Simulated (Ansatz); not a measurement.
# CH₃BN₂O: a ladder of functionals and wavefunction methods

The task here is to estimate one member of a computed series from the others.

Method: functionals in def2-TZVPP, the program's frozen cores in correlated methods; program: Ansatz 0.2.0, Gaussian basis.

Plan: LDA (SPW92), PBE-D4, revPBE-D4, BLYP-D4, r2SCAN-D4, B97M-V, PBE0-D4, B3LYP-D4, r2SCANh-D4, r2SCAN0-D4, HSE06-D4, BHLYP-D4, CAM-B3LYP-D4, LC-ωPBE, ωB97X-V, ωB97M-V, B2PLYP, PBE-QIDH; CCSD(T)/def2-SVP; CCSD(T)/def2-TZVPP; MP2/def2-QZVPP; extrapolation to the limit; RPA on PBE.

## The geometry

All runs share one geometry, relaxed beforehand with PBE0-D4 in a triple-zeta def2 set.

SMILES `N=C1OB1N`, 8 atoms, charge 0, spin multiplicity 1.

Atoms are counted from 1 here; the program's logs count them from 0.

Bond lengths: N1–C2 1.243 Å, N1–H6 1.016 Å, C2–O3 1.417 Å, C2–B4 1.488 Å, O3–B4 1.378 Å, B4–N5 1.376 Å, N5–H7 1.006 Å, N5–H8 1.004 Å. Angles: C2–N1–H6 110.3°, N1–C2–O3 127.7°, N1–C2–B4 175.7°, O3–C2–B4 56.6°, C2–O3–B4 64.3°, C2–B4–O3 59.1°, C2–B4–N5 162.6°, O3–B4–N5 138.2°, B4–N5–H7 122.4°, B4–N5–H8 122.8°, H7–N5–H8 114.8°.

Set-up of the first run:

The input, in.yaml:

```yaml
crystal:
  periodic: [false, false, false]
  atoms:
    - {symbol: N, position_ang: [0.591365, 1.047535, 2.023757]}
    - {symbol: C, position_ang: [0.304690, 0.366702, 1.023764]}
    - {symbol: O, position_ang: [0.264893, -1.046097, 0.919191]}
    - {symbol: B, position_ang: [-0.053465, -0.353078, -0.228715]}
    - {symbol: N, position_ang: [-0.421009, -0.628938, -1.525829]}
    - {symbol: H, position_ang: [0.536557, 2.038231, 1.803323]}
    - {symbol: H, position_ang: [-0.524320, -1.569581, -1.868032]}
    - {symbol: H, position_ang: [-0.606612, 0.088028, -2.203259]}
basis:
  gaussian: {orbitals: def2-TZVPP}
hamiltonian: {xc: lda}
output: {orbitals: {seedname: orbitals}}
```

Command:

```bash
> ansatz run in.yaml --threads 2 --pin off --events-out ev --progress --plain --max-ram 4352MiB
```

Steps of the session up to this table: LDA; PBE-D4 (GGA); revPBE-D4 (GGA); BLYP-D4 (GGA); r2SCAN-D4 (meta-GGA); B97M-V (meta-GGA); PBE0-D4 (hybrid); B3LYP-D4 (hybrid); r2SCANh-D4 (hybrid); r2SCAN0-D4 (hybrid); HSE06-D4 (hybrid); BHLYP-D4 (hybrid); CAM-B3LYP-D4 (range-separated); LC-ωPBE (range-separated); ωB97X-V (range-separated); ωB97M-V (range-separated); B2PLYP (double hybrid); PBE-QIDH (double hybrid).

One table of the session follows, with a row left open; its other results are not shown here.

It belongs to the step «Frontier levels by functional». 

```
  functional  HOMO (eV)  gap (eV)
 LDA (SPW92)      -6.06      4.40
      PBE-D4      -5.90      4.51
   revPBE-D4      -5.84      4.54
     BLYP-D4      -5.81      4.55
   r2SCAN-D4      -6.16      4.96
      B97M-V          ?         ?
     PBE0-D4      -7.34      6.96
    B3LYP-D4      -7.13      6.50
  r2SCANh-D4      -6.70      5.87
  r2SCAN0-D4      -7.52      7.25
    HSE06-D4      -6.93      6.16
    BHLYP-D4      -8.74      9.46
CAM-B3LYP-D4      -8.79      9.59
     LC-ωPBE     -10.12     12.14
     ωB97X-V      -9.76     11.71
     ωB97M-V      -9.66     11.27
```

**Question.** Estimate the row for B97M-V.

The run gave: HOMO (eV): -6.25; gap (eV): 5.17. In the column «HOMO (eV)» it lies between r2SCANh-D4 (-6.70) and r2SCAN-D4 (-6.16).
